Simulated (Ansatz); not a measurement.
# C₃H₅FGe: how energies converge with the basis set

An exercise on one series of results from a longer session: the logs are not shown, and one member is left open.

Method: one geometry, several basis sets; program: Ansatz 0.2.0, Gaussian basis.

Levels to be run: PBE0-D4/def2-SVP; ωB97M-V/def2-SVP; PBE0-D4/def2-QZVPP; ωB97M-V/def2-QZVPP; the functionals' def2-TZVPP values are taken from earlier runs.

### Structure used throughout

An earlier PBE0-D4 in a triple-zeta def2 set relaxation fixed the geometry.

10 atoms, charge 0, spin multiplicity 1.

Atoms are counted from 1 here; the program's logs count them from 0.

Bond lengths: F1–C2 1.382 Å, C2–C3 1.504 Å, C2–Ge5 2.012 Å, C2–H6 1.094 Å, C3–C4 1.339 Å, C3–H7 1.090 Å, C4–Ge5 1.948 Å, C4–H8 1.083 Å, Ge5–H9 1.536 Å, Ge5–H10 1.541 Å. Angles: F1–C2–C3 113.9°, F1–C2–Ge5 118.6°, F1–C2–H6 107.5°, C3–C2–Ge5 86.1°, C3–C2–H6 113.5°, Ge5–C2–H6 116.1°, C2–C3–C4 108.8°, C2–C3–H7 123.6°, C4–C3–H7 127.6°, C3–C4–Ge5 93.4°, C3–C4–H8 126.8°, Ge5–C4–H8 139.8°, C2–Ge5–C4 71.5°, C2–Ge5–H9 114.9°, C2–Ge5–H10 120.1°, C4–Ge5–H9 116.3°, C4–Ge5–H10 119.4°, H9–Ge5–H10 110.2°.

The first run:

Input file in.yaml:

```yaml
crystal:
  periodic: [false, false, false]
  atoms:
    - {symbol: F, position_ang: [-1.694883, -0.184975, 1.410447]}
    - {symbol: C, position_ang: [-0.371128, -0.135673, 1.014956]}
    - {symbol: C, position_ang: [-0.004086, -1.166806, -0.016227]}
    - {symbol: C, position_ang: [0.526948, -0.544945, -1.076934]}
    - {symbol: Ge, position_ang: [0.175340, 1.230317, -0.356995]}
    - {symbol: H, position_ang: [0.243812, -0.184082, 1.918450]}
    - {symbol: H, position_ang: [-0.133061, -2.238863, 0.130114]}
    - {symbol: H, position_ang: [0.970027, -1.011108, -1.948633]}
    - {symbol: H, position_ang: [-0.986483, 2.005418, -0.996242]}
    - {symbol: H, position_ang: [1.356712, 2.179615, -0.076035]}
basis:
  gaussian: {orbitals: def2-SVP}
hamiltonian: {xc: pbe0, dispersion: d4}
output: {orbitals: {seedname: orbitals}}
```

Steps of the session up to this table: PBE0-D4 in def2-SVP; ωB97M-V in def2-SVP; PBE0-D4 in def2-QZVPP; ωB97M-V in def2-QZVPP.

One table of the session follows, with a row left open; its other results are not shown here.

It belongs to the step «Functionals by basis». 

| functional | basis | HOMO (eV) | LUMO (eV) |
| --- | --- | --- | --- |
| PBE0-D4 | def2-SVP | -7.68 | -0.34 |
| PBE0-D4 | def2-TZVPP | -7.74 | -0.50 |
| PBE0-D4 | def2-QZVPP | ? | ? |
| ωB97M-V | def2-SVP | -9.85 | 1.89 |
| ωB97M-V | def2-TZVPP | -9.93 | 1.62 |
| ωB97M-V | def2-QZVPP | -9.95 | 1.31 |

**Question.** Estimate the row for PBE0-D4, def2-QZVPP.

As computed: HOMO (eV): -7.76; LUMO (eV): -0.57. In the column «HOMO (eV)» it lies between ωB97M-V, def2-SVP (-9.85) and PBE0-D4, def2-TZVPP (-7.74).
